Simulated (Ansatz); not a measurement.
**H7N3OZr: up Jacob's ladder to CCSD(T)**

An exercise on one series of results from a longer session: the logs are not shown, and one member is left open.

Computed with Ansatz 0.2.0, Gaussian basis. Level: functionals in def2-TZVPP, the program's frozen cores in correlated methods.

Levels to be run: LDA (SPW92), PBE-D4, revPBE-D4, BLYP-D4, r2SCAN-D4, B97M-V, PBE0-D4, B3LYP-D4, r2SCANh-D4, r2SCAN0-D4, HSE06-D4, BHLYP-D4, CAM-B3LYP-D4, LC-ωPBE, ωB97X-V, ωB97M-V, B2PLYP, PBE-QIDH; CCSD(T)/def2-SVP; CCSD(T)/def2-TZVPP; MP2/def2-QZVPP; extrapolation to the limit; RPA on PBE.

1 further run of the same task is left out (for a known fault of the program). Runs told in other sessions of the task aren't counted.

## The geometry

An earlier PBE0-D4 in a triple-zeta def2 set relaxation fixed the geometry. Zr takes the def2 core potential; no spin-orbit term is included.

SMILES `[NH2][Zr]([NH2])([NH2])[OH]`, 12 atoms, charge 0, spin multiplicity 1.

Atoms are counted from 1 here; the program's logs count them from 0.

Bond lengths: N1–Zr2 2.046 Å, N1–H6 1.011 Å, N1–H7 1.010 Å, Zr2–N3 2.046 Å, Zr2–N4 2.046 Å, Zr2–O5 1.935 Å, N3–H8 1.010 Å, N3–H9 1.011 Å, N4–H10 1.011 Å, N4–H11 1.010 Å, O5–H12 0.951 Å. Angles: Zr2–N1–H6 126.0°, Zr2–N1–H7 124.9°, H6–N1–H7 108.6°, N1–Zr2–N3 106.6°, N1–Zr2–N4 106.8°, N1–Zr2–O5 112.1°, N3–Zr2–N4 106.7°, N3–Zr2–O5 112.2°, N4–Zr2–O5 112.0°, Zr2–N3–H8 124.9°, Zr2–N3–H9 126.0°, H8–N3–H9 108.6°, Zr2–N4–H10 126.0°, Zr2–N4–H11 124.9°, H10–N4–H11 108.6°, Zr2–O5–H12 179.2°.

The first run:

Input file in.yaml:

```yaml
crystal:
  periodic: [false, false, false]
  atoms:
    - {symbol: N, position_ang: [1.022608, 1.041648, 1.309450]}
    - {symbol: Zr, position_ang: [-0.026051, 0.161577, -0.211401]}
    - {symbol: N, position_ang: [-1.834359, -0.394009, 0.568439]}
    - {symbol: N, position_ang: [0.963591, -1.564439, -0.689036]}
    - {symbol: O, position_ang: [-0.218131, 1.334534, -1.738200]}
    - {symbol: H, position_ang: [1.816971, 1.658143, 1.204554]}
    - {symbol: H, position_ang: [0.747272, 1.034004, 2.281456]}
    - {symbol: H, position_ang: [-2.092432, -1.339539, 0.813560]}
    - {symbol: H, position_ang: [-2.652828, 0.194132, 0.648013]}
    - {symbol: H, position_ang: [0.880842, -2.075732, -1.557263]}
    - {symbol: H, position_ang: [1.714938, -1.968551, -0.147850]}
    - {symbol: H, position_ang: [-0.322412, 1.918242, -2.481713]}
basis:
  gaussian: {orbitals: def2-TZVPP}
hamiltonian: {xc: lda}
output: {orbitals: {seedname: orbitals}}
```

Run with:

```console
$ ansatz run in.yaml --threads 4 --pin off --events-out ev --progress --plain --max-ram 11315MiB
```

Steps of the session up to this table: LDA; PBE-D4 (GGA); revPBE-D4 (GGA); BLYP-D4 (GGA); r2SCAN-D4 (meta-GGA); B97M-V (meta-GGA); PBE0-D4 (hybrid); B3LYP-D4 (hybrid); r2SCANh-D4 (hybrid); r2SCAN0-D4 (hybrid); HSE06-D4 (hybrid); BHLYP-D4 (hybrid); CAM-B3LYP-D4 (range-separated); LC-ωPBE (range-separated); ωB97X-V (range-separated); ωB97M-V (range-separated); B2PLYP (double hybrid); PBE-QIDH (double hybrid).

One table of the session follows, with a row left open; its other results are not shown here.

It belongs to the step «Frontier levels by functional». 

```
  functional  HOMO (eV)  gap (eV)
 LDA (SPW92)      -5.56      4.77
      PBE-D4      -5.37      4.67
   revPBE-D4      -5.30      4.64
     BLYP-D4      -5.25      4.55
   r2SCAN-D4      -5.64      5.41
      B97M-V      -5.70      5.05
     PBE0-D4      -6.72      6.67
    B3LYP-D4      -6.49      6.15
  r2SCANh-D4      -6.15      6.22
  r2SCAN0-D4      -6.93      7.23
    HSE06-D4          ?         ?
    BHLYP-D4      -8.00      8.38
CAM-B3LYP-D4      -8.15      8.68
     LC-ωPBE      -9.55     11.09
     ωB97X-V      -9.17     10.57
     ωB97M-V      -9.09      9.94
```

Q: Estimate the row for HSE06-D4 from the others.

As computed: HOMO (eV): -6.32; gap (eV): 5.93. In the column «HOMO (eV)» it lies between B3LYP-D4 (-6.49) and r2SCANh-D4 (-6.15).
